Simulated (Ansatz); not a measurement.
Write a Python script for the Python package of Ansatz (0.2.0) that makes a polarisability from point charges of CH4BrClSi, SMILES [SiH3]C(Cl)Br. Settings (for the species named): PBE, def2-SVPD basis, multiplicity 1.

```xyz
8

Si   -0.1467    0.7704    0.3982
C     0.3066   -0.7338   -0.4561
Cl    1.0052   -1.8613    0.6875
Br   -1.1575   -1.5777   -1.2897
H    -0.7887    1.7764   -0.5929
H    -1.1950    0.6038    1.4648
H     1.0002    1.5100    0.9997
H     1.0681   -0.5449   -1.2674
```

`field_ch4brclsi.py`
```python
"""Response of CH4BrClSi to a pair of distant point charges."""

import ansatz as az
from ase import Atoms
import numpy as np

atoms = Atoms(["Si", "C", "Cl", "Br", "H", "H", "H", "H"], positions=[
    (-0.1467, 0.7704, 0.3982),
    (0.3066, -0.7338, -0.4561),
    (1.0052, -1.8613, 0.6875),
    (-1.1575, -1.5777, -1.2897),
    (-0.7887, 1.7764, -0.5929),
    (-1.195, 0.6038, 1.4648),
    (1.0002, 1.51, 0.9997),
    (1.0681, -0.5449, -1.2674),
])
system = az.Crystal.molecule_from_ase(atoms)

model = system.calculation()
model = model.basis(gaussian="def2-SVPD")
model = model.functional("pbe")
model = model.accuracy("medium")
model = model.forces()
# charges +q and -q at -R and +R make a nearly even field 2 k q / R^2 at the centre
centre = np.mean([site.position_ang for site in system.cartesian_sites], axis=0)
field = 2 * 14.399645 * 3.0 / 40.0 ** 2


def dipole(axis, sign):
    arm = 40.0 * np.eye(3)[axis]
    pair = [{"charge": sign * 3.0, "position_ang": (centre - arm).tolist()}, {"charge": -sign * 3.0, "position_ang": (centre + arm).tolist()}]
    deck = model.input().set(az.key.basis.gaussian.point_charges, pair)
    return np.array(az.Session.from_dict(deck).plan().execute().report["charge_distribution"]["dipole_moment_e_ang"])


print(f"field {field:.4f} V/A")
alpha = np.array([(dipole(axis, 1) - dipole(axis, -1)) / (2 * field) * 14.399645 for axis in range(3)])
print("polarisability tensor (A^3)")
print(np.array2string(alpha, precision=3, suppress_small=True))
print(f"mean {np.trace(alpha) / 3:.3f} A^3 = {np.trace(alpha) / 3 / 0.14818471:.2f} bohr^3")
```

`python field_ch4brclsi.py` gives:
```text
field 0.0540 V/A
polarisability tensor (A^3)
[[11.367 -0.079  1.646]
 [-0.083 12.374  0.519]
 [ 1.646  0.523 11.29 ]]
mean 11.677 A^3 = 78.80 bohr^3
```

Reading the output:
- The settings weren't tested for convergence.
- The geometry is a force-field or estimated start, not a minimum of this method, and the basis set is short of its limit. The field of two point charges is only nearly even.
- The whole script took 32 s on 1 thread of Arm Neoverse V2 (shared host), peak memory 0.27 GiB.

(Lines on the test bed's own set-up are left out of the output.)
